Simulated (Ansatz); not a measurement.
**C3H8AlNS: single point from an input written key by key**

A script is to give a single point from an input written key by key; the system is C3H8AlNS. SMILES: CC#[N+][AlH2-][S]C.

All numbers are computed with Ansatz 0.2.0 through its Python package. Level of theory: r2SCAN/def2-SVP.

## Step 1: Starting point

Bond lengths: C1–C2 1.463 Å, C2–N3 1.157 Å, N3–Al4 1.867 Å, Al4–S5 2.275 Å, S5–C6 1.819 Å, C1–H7 1.109 Å, C1–H8 1.109 Å, C1–H9 1.109 Å, Al4–H10 1.597 Å, Al4–H11 1.597 Å, C6–H12 1.110 Å, C6–H13 1.110 Å, C6–H14 1.109 Å. Angles (14 of 21 angles, heavy atoms first): C1–C2–N3 180.0°, C2–N3–Al4 179.9°, N3–Al4–S5 109.4°, Al4–S5–C6 94.9°, C2–C1–H7 109.5°, C2–C1–H8 109.5°, C2–C1–H9 109.5°, N3–Al4–H10 109.5°, N3–Al4–H11 109.5°, S5–Al4–H10 109.5°, S5–Al4–H11 109.5°, S5–C6–H12 110.2°, S5–C6–H13 110.2°, S5–C6–H14 109.0°.

The script reads input.yaml:

```yaml
crystal:
  periodic: [false, false, false]
  atoms:
    - { symbol: C, position_ang: [3.7377, 0.0439, 0.0087] }
    - { symbol: C, position_ang: [2.2881, 0.0697, 0.2018] }
    - { symbol: "N", position_ang: [1.1414, 0.0902, 0.3543] }
    - { symbol: Al, position_ang: [-0.709, 0.1226, 0.598] }
    - { symbol: S, position_ang: [-1.7392, -0.321, -1.3815] }
    - { symbol: C, position_ang: [-3.4245, -0.1934, -0.7098] }
    - { symbol: H, position_ang: [4.1255, 1.0829, -0.0202] }
    - { symbol: H, position_ang: [4.2127, -0.505, 0.8477] }
    - { symbol: H, position_ang: [3.9742, -0.4659, -0.9478] }
    - { symbol: H, position_ang: [-1.1529, 1.566, 1.1169] }
    - { symbol: H, position_ang: [-1.1243, -0.9826, 1.6731] }
    - { symbol: H, position_ang: [-3.5786, -0.9519, 0.086] }
    - { symbol: H, position_ang: [-3.5987, 0.8242, -0.3016] }
    - { symbol: H, position_ang: [-4.1526, -0.3796, -1.5256] }
basis:
  gaussian: { orbitals: def2-SVP }
hamiltonian:
  xc: r2scan
output:
  forces: true
```

## Step 2: The code

Contents of deck_c3h8alns.py:

```python
# -*- coding: utf-8 -*-
"""C3H8AlNS through the session interface."""

import ansatz as az
import numpy as np
import pandas as pd

session = az.Session.from_deck("input.yaml")
r = session.plan(threads=1).execute().report

for key in ("converged", "free_energy_ev", "reference_energy_ev", "n_frozen", "n_occupied", "n_virtual"):
    print(f"{key:22s} {r[key]}")
symbols = ["C", "C", "N", "Al", "S", "C", "H", "H", "H", "H", "H", "H", "H", "H"]

forces = np.array(r["forces_ev_ang"])
print("largest force", round(float(np.linalg.norm(forces, axis=1).max()), 4), "eV/A, rms", round(float(np.sqrt((forces ** 2).mean())), 4))
charges = r["charge_distribution"]
table = pd.DataFrame({"atom": symbols, "mulliken": charges["mulliken_charges_e"], "lowdin": charges["lowdin_charges_e"]})
print(table.round(3).to_string())
print("dipole (e A):", np.round(charges["dipole_moment_e_ang"], 4) + 0.0)
```

## Step 3: The run

Command:

```sh
$ python deck_c3h8alns.py
```

Without the output at hand: what should come out? Wanted: total energy; largest force; dipole moment.

As calculated:

| quantity | value |
| --- | --- |
| total energy | -22150.8810 eV |
| largest force | 2.508 eV/Å |
| dipole moment | 9.76 D |

**Reading.** Forces reach 2.51 eV/Å, so the atoms aren't at rest. Notes:
- The geometry is a force-field or estimated start, not a minimum of this method, and the basis set is short of its limit.
- The Löwdin charges here are taken after orthogonalising the functions within each atom; they differ from plain Löwdin charges, and their signs can be unphysical.
